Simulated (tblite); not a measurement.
# C5H7F3P2S: the cost of one run

The runs use tblite 0.8.0 and PySCF 2.14.0, with density-fitted response routines of our own; the level of theory stands in each step. All values are computed, except where a source is named. Atoms count from 0, in the outputs and in this text.

## 1. The molecule as given

18 atoms, charge 0, multiplicity 1; geometry from: force field or distance geometry start.

Bonds of the start (Å): C0–C1 1.20, C1–C2 1.47, C2–P3 1.83, P3–P4 2.17, P4–C5 1.80, P4–S6 1.97, P4–C7 1.76, C7–F8 1.33, C7–F9 1.35, C7–F10 1.34, C0–H11 1.06, C2–H12 1.08, C2–H13 1.10, P3–H14 1.41, C5–H15 1.11, C5–H16 1.09, C5–H17 1.10.

## 2. Optimising the geometry with GFN2-xTB

What the job is given:

```
{"job": {"kind": "relax", "xc": "GFN2-xTB", "basis": "xTB"}, "charge": 0, "multiplicity": 1}
C      2.774600     1.821200    -0.227900
C      2.413100     0.683200    -0.338600
C      2.015200    -0.725300    -0.462000
P      0.819300    -1.096500     0.873800
P     -1.051400    -0.540700    -0.069700
C     -2.215200    -0.478200     1.306000
S     -1.465500    -1.985000    -1.338000
C     -1.026900     1.126300    -0.632900
F     -0.615200     1.882100     0.383400
F     -2.292900     1.432000    -0.981500
F     -0.207900     1.200100    -1.685300
H      3.072600     2.836700    -0.134800
H      2.876000    -1.370200    -0.351400
H      1.582000    -0.911100    -1.455800
H      0.696500    -2.483300     0.642200
H     -1.902200     0.276300     2.051600
H     -3.209100    -0.209600     0.955000
H     -2.271800    -1.451700     1.813900
```

Command:

```console
> OMP_NUM_THREADS=1 python probes_run.py task.json out
```

The driver reads the jobs from task.json and runs them one after another.

**Question.** How long does this first job take on 1 thread of Arm Neoverse V1, shared host?

About 1.4 s.
